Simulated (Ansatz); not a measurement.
**CH6BNSi: basis-set convergence**

An exercise on one series of results from a longer session: the logs are not shown, and one member is left open.

The runs use Ansatz 0.2.0, Gaussian basis; one geometry, several basis sets.

The runs, in order: PBE0-D4/def2-SVP; ωB97M-V/def2-SVP; PBE0-D4/def2-QZVPP; ωB97M-V/def2-QZVPP; the functionals' def2-TZVPP values are taken from earlier runs.

## The geometry

The geometry comes from an earlier relaxation with PBE0-D4 in a triple-zeta def2 set; it is a stationary point, not always the lowest conformer.

SMILES `B1NC[SiH2]1`, 10 atoms, charge 0, spin multiplicity 1.

Atoms are counted from 1 here; the program's logs count them from 0.

Bond lengths: B1–N2 1.394 Å, B1–Si4 2.015 Å, B1–H5 1.192 Å, N2–C3 1.470 Å, N2–H6 1.013 Å, C3–Si4 1.925 Å, C3–H7 1.094 Å, C3–H8 1.094 Å, Si4–H9 1.490 Å, Si4–H10 1.490 Å. Angles: N2–B1–Si4 87.2°, N2–B1–H5 125.6°, Si4–B1–H5 147.3°, B1–N2–C3 110.8°, B1–N2–H6 128.8°, C3–N2–H6 120.4°, N2–C3–Si4 88.6°, N2–C3–H7 112.6°, N2–C3–H8 112.6°, Si4–C3–H7 116.6°, Si4–C3–H8 116.6°, H7–C3–H8 108.8°, B1–Si4–C3 73.5°, B1–Si4–H9 121.6°, B1–Si4–H10 121.6°, C3–Si4–H9 114.1°, C3–Si4–H10 114.1°, H9–Si4–H10 107.7°.

Set-up of the first run:

File in.yaml:

```yaml
crystal:
  periodic: [false, false, false]
  atoms:
    - {symbol: B, position_ang: [-1.159632, 0.512928, -0.559158]}
    - {symbol: N, position_ang: [-0.899987, -0.698655, 0.078796]}
    - {symbol: C, position_ang: [0.507294, -0.777289, 0.497342]}
    - {symbol: Si, position_ang: [0.776887, 0.975733, -0.250732]}
    - {symbol: H, position_ang: [-2.213351, 0.851056, -1.003307]}
    - {symbol: H, position_ang: [-1.533807, -1.465788, 0.266244]}
    - {symbol: H, position_ang: [0.618692, -0.868987, 1.581345]}
    - {symbol: H, position_ang: [1.042784, -1.601427, 0.017839]}
    - {symbol: H, position_ang: [1.185091, 2.006327, 0.745394]}
    - {symbol: H, position_ang: [1.759130, 1.014901, -1.370864]}
basis:
  gaussian: {orbitals: def2-SVP}
hamiltonian: {xc: pbe0, dispersion: d4}
output: {orbitals: {seedname: orbitals}}
```

Launch:

```console
$ ansatz run in.yaml --threads 2 --pin off --events-out ev --progress --plain --max-ram 4352MiB
```

Among the steps run: PBE0-D4 in def2-SVP; ωB97M-V in def2-SVP; PBE0-D4 in def2-QZVPP; ωB97M-V in def2-QZVPP.

One of the session's tables, all rows but one given; the rest of the session is left out.

It belongs to the step «Density functionals: the series». 

```
functional       basis  HOMO (eV)  LUMO (eV)
   PBE0-D4    def2-SVP      -7.41      -0.26
   PBE0-D4  def2-TZVPP      -7.44      -0.45
   PBE0-D4  def2-QZVPP      -7.45      -0.50
   ωB97M-V    def2-SVP      -9.53       1.82
   ωB97M-V  def2-TZVPP          ?          ?
   ωB97M-V  def2-QZVPP      -9.59       1.31
```

Estimate the missing values for ωB97M-V, def2-TZVPP.

The run gave: HOMO (eV): -9.58; LUMO (eV): 1.48. In the column «HOMO (eV)» it lies between ωB97M-V, def2-QZVPP (-9.59) and ωB97M-V, def2-SVP (-9.53).
